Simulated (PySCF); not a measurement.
# RuNF: singlet, from a linear start

The task is one start of a wider search on RuNF: the singlet, from a linear start. It is relaxed, tested by its Hessian and followed downhill if it is a saddle.

Program: PySCF 2.14.0. Level of theory: PBE0, basis Ru def2-TZVP with ECP28, N def2-TZVP, F def2-TZVP, scalar-relativistic core potentials, no spin–orbit coupling, density fitting. These are calculated values, not measurements.

**1. The starting structure**

3 atoms, charge 0, spin multiplicity 1.

Bond lengths: Ru1–N2 1.740 Å, Ru1–F3 1.890 Å. Angles: N2–Ru1–F3 180.0°.

```xyz
3
charge 0 multiplicity 1
Ru    0.0000    0.0000    0.0000
N     0.0000    0.0000   -1.7400
F     0.0000    0.0000    1.8900
```

**2. Finding the electronic state**

The steps below are one call of a driver around PySCF. For each, scf.py gives the equivalent set-up of the SCF; relaxations use the driver's own optimiser. After this first run the driver tries any further starts and a stability analysis.

scf.py reads:

```python
from pyscf import gto, scf, dft
mol = gto.M(atom='''
Ru     0.000000     0.000000     0.000000
N      0.000000     0.000000    -1.740000
F      0.000000     0.000000     1.890000''',
    basis={'Ru': 'def2-TZVP', 'N': 'def2-TZVP', 'F': 'def2-TZVP'},
    ecp={'Ru': 'def2-TZVP'},
    charge=0, spin=0)
mf = dft.RKS(mol, xc='PBE0')
mf.grids.atom_grid = (50, 194)
aux = {'Ru': 'def2-universal-JKFIT', 'N': 'def2-universal-JKFIT', 'F': 'def2-universal-JKFIT'}
mf = mf.density_fit(auxbasis=aux)
mf.conv_tol = 1e-08
mf.diis_space = 10
mf.max_cycle = 60
mf.init_guess = 'minao'
mf.verbose = 4
mf.kernel()
```

Command:

```sh
> OMP_NUM_THREADS=2 python axn.py task.json out
```

The program printed, shortened:

```text
[... the frontier levels of the middle cycles are left out ...]
init E= -241.334965613481
  HOMO = -0.641943786718258  LUMO = -0.471316782083246  gap/eV = 4.64300
cycle= 1 E= -247.961194675403  delta_E= -6.63  |g|= 2.68  |ddm|= 4.51
cycle= 2 E= -229.228174586648  delta_E= 18.7  |g|= 7.92  |ddm|= 20.6
  HOMO = -0.190500573885254  LUMO = -0.157574138737878  gap/eV = 0.89597
cycle= 3 E= -248.236646463752  delta_E=  -19  |g|= 2.33  |ddm|= 20.5
cycle= 4 E= -248.885638203197  delta_E= -0.649  |g|= 1.61  |ddm|= 1.41
cycle= 5 E= -249.293238157573  delta_E= -0.408  |g|= 0.388  |ddm|= 0.762
cycle= 6 E= -249.315728123324  delta_E= -0.0225  |g|= 0.177  |ddm|= 0.226
cycle= 7 E= -249.321969294864  delta_E= -0.00624  |g|= 0.0175  |ddm|= 0.0869
cycle= 8 E= -249.321967073902  delta_E= 2.22e-06  |g|= 0.0182  |ddm|= 0.0157
cycle= 9 E= -249.322014047266  delta_E= -4.7e-05  |g|= 0.00814  |ddm|= 0.00451
cycle= 10 E= -249.322026726092  delta_E= -1.27e-05  |g|= 0.00146  |ddm|= 0.00279
cycle= 11 E= -249.322027159283  delta_E= -4.33e-07  |g|= 0.000199  |ddm|= 0.000825
cycle= 12 E= -249.322027169153  delta_E= -9.87e-09  |g|= 4.7e-05  |ddm|= 0.000147
  HOMO = -0.277023042829426  LUMO = -0.150182572679093  gap/eV = 3.45150
Extra cycle  E= -249.322027159279  delta_E= 9.87e-09  |g|= 0.000244  |ddm|= 0.000138
converged SCF energy = -249.322027159279
```

This step, with its further starts and checks, needed 6.1 s of wall time on 2 threads of Arm Neoverse V2, shared host.

The starts that the driver tried:

```
                      start  energy (Eh)
    the minimal-basis guess  -249.322027
a thermally smeared density  -249.322027
      a smeared PBE density  -249.322027
```

The test of internal stability and the other starts found no lower closed-shell solution.

**3. Relaxation: linear start, singlet**

The program finds C∞v symmetry in the start, which this walk keeps. Threshold on the gradient: 0.0003 Eh/bohr, with a further test on the energy change.

scf.py, as its differences from that of step 2:

```diff
@@ -3,3 +3,3 @@
-Ru     0.000000     0.000000     0.000000
-N      0.000000     0.000000    -1.740000
-F      0.000000     0.000000     1.890000''',
+Ru     0.000000    -0.000000    -0.085553
+N      0.000000    -0.000000    -1.825553
+F      0.000000     0.000000     1.804447''',
@@ -16 +15,0 @@
-mf.init_guess = 'minao'
```

Energy and gradient, step by step:

```csv
step,energy (Eh),change (kJ/mol),largest symmetric gradient (Eh/bohr)
0,-249.322027,0.00,0.16113
1,-249.354933,-86.39,0.03906
2,-249.355757,-88.56,0.01989
3,-249.356040,-89.30,0.00130
4,-249.356041,-89.30,0.00006
```

The walk took 6.3 s.

Positions (Å) and forces (eV/Å) along the way:

```
step 0
Ru   0.000   0.000  -0.086   0.000   0.000  -8.225
N    0.000   0.000  -1.826   0.000   0.000   8.286
F    0.000   0.000   1.804   0.000   0.000  -0.061
step 1
Ru   0.000   0.000  -0.162   0.000   0.000   1.412
N    0.000   0.000  -1.688   0.000   0.000  -2.009
F    0.000   0.000   1.744   0.000   0.000   0.597
step 2
Ru   0.000   0.000  -0.155   0.000   0.000  -1.017
N    0.000   0.000  -1.721   0.000   0.000   1.023
F    0.000   0.000   1.769   0.000   0.000  -0.006
step 3
Ru   0.000   0.000  -0.161   0.000   0.000  -0.062
N    0.000   0.000  -1.712   0.000   0.000   0.067
F    0.000   0.000   1.766   0.000   0.000  -0.005
step 4
Ru   0.000   0.000  -0.161   0.000   0.000   0.003
N    0.000   0.000  -1.712   0.000   0.000  -0.003
F    0.000   0.000   1.766   0.000   0.000   0.000
```

After 4 steps and 89.3 kJ/mol it ends at C∞v: Ru–F 1.927 Å, Ru–N 1.551 Å; F–Ru–N 180.0°.

**4. Is it a minimum? Harmonic modes**

The point is checked on the finer grid, and tightened if its gradient asks for it. The Hessian and the dipole derivatives come from central differences of analytic gradients, with steps of 0.02 bohr.

scf.py, as its differences from that of step 3:

```diff
@@ -3,3 +3,3 @@
-Ru     0.000000    -0.000000    -0.085553
-N      0.000000    -0.000000    -1.825553
-F      0.000000     0.000000     1.804447''',
+Ru    -0.000000    -0.000000    -0.110325
+N     -0.000000    -0.000000    -1.661283
+F      0.000000     0.000000     1.816396''',
@@ -10 +10 @@
-mf.grids.atom_grid = (50, 194)
+mf.grids.atom_grid = (75, 302)
@@ -13 +13 @@
-mf.conv_tol = 1e-08
+mf.conv_tol = 1e-10
```

The driver hands on the density of the step before, so the log starts near convergence.

Log of the central SCF (cycles and frontier levels):

```text
init E= -249.356086872424
  HOMO = -0.272989297421815  LUMO = -0.131810903014532  gap/eV = 3.84166
cycle= 1 E= -249.356086872393  delta_E= 3.08e-11  |g|= 1.57e-05  |ddm|= 1.03e-05
  HOMO = -0.27298671765524  LUMO = -0.131810086144256  gap/eV = 3.84161
cycle= 2 E= -249.356086872163  delta_E= 2.3e-10  |g|= 4.05e-05  |ddm|= 2.52e-05
  HOMO = -0.272989166055913  LUMO = -0.131810758931138  gap/eV = 3.84166
cycle= 3 E= -249.356086872397  delta_E= -2.34e-10  |g|= 1.4e-05  |ddm|= 2.02e-05
  HOMO = -0.272988761232025  LUMO = -0.131810737390605  gap/eV = 3.84165
cycle= 4 E= -249.356086872432  delta_E= -3.48e-11  |g|= 3.31e-07  |ddm|= 5.78e-06
  HOMO = -0.272988688321549  LUMO = -0.13181068138536  gap/eV = 3.84165
Extra cycle  E= -249.356086872431  delta_E= 6.82e-13  |g|= 6.43e-07  |ddm|= 5.14e-07
converged SCF energy = -249.356086872431
```

The whole step took 18 s.

Geometry: C∞v; Ru–F 1.927 Å, Ru–N 1.551 Å; F–Ru–N 180.0°.

Modes, for the most abundant isotopes:

```tsv
symmetry	ω (cm⁻¹)	IR (km/mol)	type
π	103i	60.5	bend
σ+	592	145	stretch
σ+	1258	121	stretch
```

With 2 modes imaginary (up to 103i cm⁻¹) this point is a saddle.

Constants and moments:

* Dipole moment: 1.78 D
* Highest occupied level: -7.43 eV
* Lowest empty level: -3.59 eV
* Rotational constants: 0.1644 cm⁻¹
* Zero-point energy (real modes): 11.1 kJ/mol
* Principal polarisabilities: 21.9, 21.9, 45.6 bohr³
* Atomisation energy without zero-point energy: 897 kJ/mol
* Principal traceless quadrupole moments about the centre of mass: -11.04, 5.52, 5.52 D Å

Charges (e) and bond orders:

| atom | Mulliken | Löwdin | polar tensor | Mayer order to Ru1 |
| --- | --- | --- | --- | --- |
| Ru1 | 0.98 | 0.53 | 1.47 | – |
| N2 | -0.42 | -0.12 | -0.63 | 2.85 |
| F3 | -0.56 | -0.41 | -0.84 | 0.66 |

Outer orbital energies (eV). occupied: -12.62, -11.78, -11.78, -10.05, -10.05, -9.55, -7.43, -7.43; empty: -3.59, -2.15, -2.15, 0.75.

Mulliken populations on Ru1 (outside its core potential): s 2.19, p 6.05, d 6.76, f 0.03.

**5. Following the imaginary mode**

The atoms are moved a little along the softest imaginary mode and relaxed again.

The program finds Cs symmetry in the start, which this walk keeps. The walk stops when the largest gradient is under 0.0003 Eh/bohr and the energy has settled too.

scf.py, as its differences from that of step 4:

```diff
@@ -3,3 +3,3 @@
-Ru    -0.000000    -0.000000    -0.110325
-N     -0.000000    -0.000000    -1.661283
-F      0.000000     0.000000     1.816396''',
+Ru    -0.062007     0.000013    -0.110347
+N      0.250000    -0.000052    -1.661305
+F      0.148330    -0.000031     1.816374''',
@@ -10 +10 @@
-mf.grids.atom_grid = (75, 302)
+mf.grids.atom_grid = (50, 194)
@@ -13 +13 @@
-mf.conv_tol = 1e-10
+mf.conv_tol = 1e-08
```

Steps of the walk:

```csv
step,energy (Eh),change (kJ/mol),largest symmetric gradient (Eh/bohr)
0,-249.355294,0.00,0.04350
1,-249.356558,-3.32,0.02274
2,-249.356952,-4.35,0.00185
3,-249.356989,-4.45,0.00128
4,-249.357080,-4.69,0.00321
5,-249.357090,-4.71,0.00038
6,-249.357092,-4.72,0.00002
```

The walk took 9 s.

It settles in Cs symmetry, 4.7 kJ/mol below the start, after 6 steps: Ru–F 1.914 Å, Ru–N 1.548 Å; F–Ru–N 156.4°.

**6. Is it a minimum? Harmonic modes**

The same treatment as at the point before.

scf.py, as its differences from that of step 5:

```diff
@@ -3,3 +3,3 @@
-Ru    -0.062007     0.000013    -0.110347
-N      0.250000    -0.000052    -1.661305
-F      0.148330    -0.000031     1.816374''',
+Ru    -0.084697     0.000017    -0.111148
+N      0.315260    -0.000065    -1.606907
+F      0.210648    -0.000043     1.779699''',
@@ -10 +10 @@
-mf.grids.atom_grid = (50, 194)
+mf.grids.atom_grid = (75, 302)
@@ -13 +13 @@
-mf.conv_tol = 1e-08
+mf.conv_tol = 1e-10
```

Log of the central SCF (cycles and frontier levels):

```text
init E= -249.357108501989
  HOMO = -0.266322311784191  LUMO = -0.131399846341917  gap/eV = 3.67143
cycle= 1 E= -249.357108501832  delta_E= 1.58e-10  |g|= 3.05e-05  |ddm|= 1.54e-05
  HOMO = -0.266328060705255  LUMO = -0.131400762239711  gap/eV = 3.67156
cycle= 2 E= -249.357108498891  delta_E= 2.94e-09  |g|= 0.000131  |ddm|= 6.52e-05
  HOMO = -0.266323019350248  LUMO = -0.131399794987466  gap/eV = 3.67145
cycle= 3 E= -249.357108501998  delta_E= -3.11e-09  |g|= 1.94e-06  |ddm|= 5.27e-05
  HOMO = -0.266323198757794  LUMO = -0.131399903737194  gap/eV = 3.67145
cycle= 4 E= -249.357108501998  delta_E= 1.71e-13  |g|= 3.99e-07  |ddm|= 1.21e-06
  HOMO = -0.26632321892607  LUMO = -0.131399920060773  gap/eV = 3.67145
Extra cycle  E= -249.357108501998  delta_E= -3.98e-13  |g|= 7.19e-07  |ddm|= 5.34e-07
converged SCF energy = -249.357108501998
```

The whole step needed 28 s of wall time on 2 threads of Arm Neoverse V2, shared host.

Geometry: Cs; Ru–F 1.914 Å, Ru–N 1.548 Å; F–Ru–N 156.2°.

Modes, for the most abundant isotopes:

| symmetry | ω (cm⁻¹) | IR (km/mol) | μ (u) |
| --- | --- | --- | --- |
| a' | 132 | 27.5 | 18.75 |
| a' | 600 | 145 | 21.40 |
| a' | 1267 | 109 | 15.53 |

No imaginary mode, so this is a minimum.

Properties at this point:

```
Dipole moment                                                   : 2.21 D
Highest occupied level                                          : -7.25 eV
Lowest empty level                                              : -3.58 eV
Rotational constants                                            : 5.705, 0.1727, 0.1676 cm⁻¹
Zero-point energy                                               : 12.0 kJ/mol
Principal polarisabilities                                      : 22.7, 23.7, 44.5 bohr³
Atomisation energy without zero-point energy                    : 900 kJ/mol
Principal traceless quadrupole moments about the centre of mass : -10.21, 4.87, 5.34 D Å
Entropy at 298.15 K and 1 bar                                   : 275.5 J/(mol K)
Heat capacity Cp at 298.15 K                                    : 46.3 J/(mol K)
Enthalpy at 298.15 K above 0 K                                  : 12.14 kJ/mol
Rotational symmetry number                                      : 1
```

Populations by atom (charges in e):

```tsv
atom	Mulliken	Löwdin	polar tensor	Mayer order to Ru1
Ru1	0.99	0.53	1.44	–
N2	-0.42	-0.13	-0.61	2.82
F3	-0.57	-0.40	-0.83	0.62
```

Outer orbital energies (eV). occupied: -12.65, -11.75, -11.74, -10.17, -10.16, -9.63, -7.26, -7.25; empty: -3.58, -2.14, -1.82, 0.78.

Mulliken populations on Ru1 (outside its core potential): s 2.14, p 6.06, d 6.78, f 0.03.

**7. Would spin polarisation lower it?**

At the lowest minimum the closed shell is tested against spin polarisation, on the (50, 194) grid. It is stable.

**8. All stationary points**

| spin | group | bonds | imaginary modes (cm⁻¹) | ΔE (kJ/mol) | with zero-point energy |
| --- | --- | --- | --- | --- | --- |
| singlet | Cs | Ru–F 1.914 Å, Ru–N 1.548 Å | none | 0.0 | 0.0 |
| singlet | C∞v | Ru–F 1.927 Å, Ru–N 1.551 Å | 103i, 103i | 2.7 | – |

**9. Real-space pictures of the lowest minimum**

The plane holds Ru1 at (0.00, 0.00), N2 at (1.55, 0.00), F3 at (-1.75, 0.77) Å. Columns run from x = -3.75 Å, rows from y = 3.15 (top) to -1.95 Å, in steps of 0.3 Å. Electrons inside core potentials are absent.

Density (cut at 5 e/Å³):

Ten steps from '0' (0.000 e/Å³) to '9' (5.000 e/Å³), finer at the low end (step k begins (100^(k/10) - 1)/99 of the way up):
```
00000000000000000000000000
00000000000000000000000000
00000000000000000000000000
00000000000000000000000000
00000122110000000000000000
00002344421111100000000000
00013678643222211111000000
00025899964455433332210000
00025999975688655655320000
00024899966999977887531000
00013577658977988998631000
00001344448977988998631000
00000122236999977887531000
00000001124688655665320000
00000000012455433332110000
00000000001222221111000000
00000000000011100000000000
00000000000000000000000000
```

ELF (0 where the density is under 0.005 e/Å³):

Ten even steps from '0' (0.00) to '9' (0.92):
```
00000000000000000000000000
00000000000000000000000000
00000000000000000000000000
00000111100000000000000000
00002344320000000010000000
00024677641000001222200000
00136899861011112455431000
00147986972133224777753000
00258919871377426899985200
00147988942789748779997300
00136889715900858038998400
00024676317900858138998400
00012342004888738879997300
00000110002577327899874100
00000000001243215777642000
00000000000111112555321000
00000000000011001232100000
00000000000000000000000000
```

Highest occupied orbital at -7.25 eV (sign arbitrary; one member if degenerate):

Ten even steps from '0' (-0.28 Å^-3/2) to '9' (1.08 Å^-3/2):
```
22222222222222222222222222
22222222222222222222222222
22222211222222222222222222
22222111122222222222222222
22222111122222222222222222
22222111112222222222222222
22222211112233322222222222
22222210012344432221112222
22222340012477532211112222
22222332112599532111112222
22222222212333321111222222
22222222222333222222222222
22222222223598532222222222
22222222223577532222222222
22222222223454432222222222
22222222223333322222222222
22222222222232222222222222
22222222222222222222222222
```

Making the fields took under 0.5 s.

**10. Summary of results**

```
                                 quantity                                      value
                                  minimum                                singlet, Cs
                                 geometry  Ru–F 1.914 Å, Ru–N 1.548 Å; F–Ru–N 156.2°
                       wavenumbers (cm⁻¹)              132 (a'), 600 (a'), 1267 (a')
                            dipole moment                                     2.21 D
     highest occupied, lowest empty level                            -7.25, -3.58 eV
               polar-tensor charge of Ru1                                    +1.44 e
                        zero-point energy                                12.0 kJ/mol
                      entropy at 298.15 K                            275.5 J/(mol K)
atomisation energy (no zero-point energy)                                 900 kJ/mol
```

In words: The linear start (C∞v) ends in a minimum of Cs symmetry, after a stop at a second-order saddle point 2.7 kJ/mol higher, from which it was pushed off along an imaginary mode. In the infrared the band at 600 cm⁻¹ (a', stretch) leads. Other starts or spin states, not run here, may lie lower.

The search up to here needed 69 s of wall time on 2 threads of Arm Neoverse V2, shared host.
